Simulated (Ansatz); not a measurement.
In3Se in Ansatz: the effect of target pressure

The system is In3Se.

```
In Se
1.0
     4.80376    0.00000    0.00000
     0.00000    4.80376    0.00000
     0.00000    0.00000    4.80376
In Se
3 1
Direct
  0.50000 0.50000 0.00000
  0.50000 0.00000 0.50000
  0.00000 0.50000 0.50000
  0.00000 0.00000 0.00000
```

The cell comes from a database or a generator and needn't be the stable form of this composition.

Alike in all runs:

| Property | Result |
| --- | --- |
| Program | Ansatz 0.2.0 |
| Task | relaxation of cell and atoms |
| Functional | PBEsol |
| Potentials or basis | Ansatz PAW |
| Cutoff | 420 eV (not typed: the program's choice for these potentials) |
| k mesh | 6 × 6 × 6 |
| Occupations | fermi-dirac, width 0.05 eV |
| Spin | no spin polarisation |

Each run relaxes the cell or the atoms first.

| target pressure | relaxed volume (Å³/atom) |
| --- | --- |
| 0 GPa | 25.48 |
| 2 GPa | ? |
| 5 GPa | 23.27 |
| 10 GPa | 21.81 |
| 20 GPa | 19.86 |
| 30 GPa | 18.55 |

Problem. What does the run with target pressure 2 GPa give?

Solution. Relaxed volume 24.45 Å³/atom.

Worked out: In Murnaghan's law V^(-B') rises as a straight line in P. The other rows fit best with B' = 4.1, V0 = 25.47 Å³/atom and B0 = 46 GPa, which gives 24.47 Å³/atom at 2 GPa, against the run's 24.45.

Caveats: the plane-wave basis is chosen anew once the cell has moved, so the energies of steps on either side of that aren't comparable; the PAW data sets come from PBE, with cores solved anew for the run's functional, which leaves a small shift of forces and pressure; the volume moved by over 15 % at a fixed basis, so the end points are rough (some runs).
